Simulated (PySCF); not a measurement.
# C3H7Br (2-Bromopropane): the cost of one run

Computed with PySCF 2.14.0 and routines of our own; the level stands in each step. Atoms count from 0.

## 1. The system as given

11 atoms, charge 0, multiplicity 1; geometry from: GFN2-xTB.

## 2. Relaxing the molecule at PBE0-D3(BJ)/def2-SVP

What the job is given:

```
{"job": {"xc": "PBE0", "basis": "def2-SVP", "d3": "d3bj", "grid": 1, "maxiter": 30, "shake": 0.01, "kind": "geom"}, "charge": 0, "multiplicity": 1}
C     -1.273550    -0.066650    -0.028430
C      0.091750     0.526360     0.148840
C      1.162280    -0.526870     0.067770
Br     0.456210     1.886060    -1.264920
H     -1.373750    -0.566030    -0.997360
H     -2.049840     0.749890    -0.006760
H     -1.495210    -0.753290     0.766070
H      0.182510     1.100740     1.078640
H      1.038360    -1.245210     0.895040
H      2.166270    -0.080670     0.194160
H      1.133090    -1.050170    -0.868720
```

Command:

```sh
$ OMP_NUM_THREADS=1 python heavy_run.py task.json out
```

One launch serves the whole session: the jobs run in the order shown.

Q: Estimate the wall time and peak memory of this first job on 1 thread of Arm Neoverse V1, shared host.

About 18 s, with a peak of 0.45 GiB.
